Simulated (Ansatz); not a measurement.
**Cl₆Ga₃H₆Sb₃: trial inputs and their diagnosis**

Aim: try 1 input for Cl₆Ga₃H₆Sb₃ as typed, read how each ends, and find what has to change.

Computed with Ansatz 0.2.0, Gaussian basis. Level: the settings change from run to run.

10 further runs of the same task are left out: 8 that didn't finish, 2 set aside as unsound or not needed. Runs told in other sessions of the task aren't counted.

### 1 The geometry

The structure was relaxed beforehand with r2SCAN-D4/def2-SVP. Sb takes a core potential in def2 sets; no spin-orbit term is included.

18 atoms, charge 0, spin multiplicity 1.

Atoms are counted from 1 here; the program's logs count them from 0.

Bond lengths: Ga1–Cl2 2.167 Å, Ga1–Cl3 2.154 Å, Ga1–Sb4 2.616 Å, Sb4–Ga5 2.783 Å, Sb4–H13 1.698 Å, Sb4–H14 1.702 Å, Ga5–Cl6 2.197 Å, Ga5–Cl7 2.173 Å, Ga5–Sb8 2.642 Å, Sb8–H15 1.786 Å, Sb8–H16 1.726 Å, Ga9–Cl10 2.163 Å, Ga9–Cl11 2.175 Å, Ga9–Sb12 2.647 Å, Sb12–H17 1.718 Å, Sb12–H18 1.785 Å. Angles: Cl2–Ga1–Cl3 116.8°, Cl2–Ga1–Sb4 115.5°, Cl3–Ga1–Sb4 121.5°, Ga1–Sb4–Ga5 112.0°, Ga1–Sb4–H13 101.3°, Ga1–Sb4–H14 99.0°, Ga5–Sb4–H13 118.9°, Ga5–Sb4–H14 124.2°, H13–Sb4–H14 97.6°, Sb4–Ga5–Cl6 92.3°, Sb4–Ga5–Cl7 105.1°, Sb4–Ga5–Sb8 104.5°, Cl6–Ga5–Cl7 115.1°, Cl6–Ga5–Sb8 115.0°, Cl7–Ga5–Sb8 119.5°, Ga5–Sb8–H15 83.2°, Ga5–Sb8–H16 89.1°, H15–Sb8–H16 87.1° and more.

### 2 Attempt 1

Contents of in.yaml:

```yaml
crystal:
  periodic: [false, false, false]
  atoms:
    - {symbol: Ga, position_ang: [1.513879, 1.832087, -0.033196]}
    - {symbol: Cl, position_ang: [2.997954, 0.257287, 0.088629]}
    - {symbol: Cl, position_ang: [2.083506, 3.765672, 0.725282]}
    - {symbol: Sb, position_ang: [-0.240560, 1.579271, -1.957428]}
    - {symbol: Ga, position_ang: [-1.947820, -0.576939, -1.534019]}
    - {symbol: Cl, position_ang: [-2.813177, 0.345786, 0.262163]}
    - {symbol: Cl, position_ang: [-3.252552, -0.615429, -3.271378]}
    - {symbol: Sb, position_ang: [-0.333880, -2.617431, -1.073768]}
    - {symbol: Ga, position_ang: [0.434441, -1.865122, 2.089773]}
    - {symbol: Cl, position_ang: [2.232562, -3.066865, 2.132475]}
    - {symbol: Cl, position_ang: [-1.389568, -2.993118, 2.453693]}
    - {symbol: Sb, position_ang: [0.537334, 0.635863, 2.951432]}
    - {symbol: H, position_ang: [-0.895728, 3.144276, -2.016287]}
    - {symbol: H, position_ang: [0.804948, 1.722175, -3.292307]}
    - {symbol: H, position_ang: [0.275688, -1.567516, 0.235901]}
    - {symbol: H, position_ang: [0.846269, -1.880843, -2.095763]}
    - {symbol: H, position_ang: [-1.176689, 0.680973, 3.056893]}
    - {symbol: H, position_ang: [0.323385, 1.219863, 1.277886]}
basis:
  gaussian: {orbitals: def2-SVP}
total_charge: -1
magnetization: {spin_polarized: true, initial_magnetization: 1}
hamiltonian: {xc: {name: wPBEh}}
scf: {omitted_lower_state_checks: [starts]}
```

Launch:

```
ansatz run in.yaml --threads 4 --pin off --events-out ev --progress --plain --max-ram 6963MiB
```

Before running them: what should the planned runs give, taken together?

As calculated:

```
attempt           level    ended                                                          cause   time
      1  wPBEh/def2-SVP  refused  the memory limit is under what the program plans for this job  5.5 s
```

In words: 1 refused.
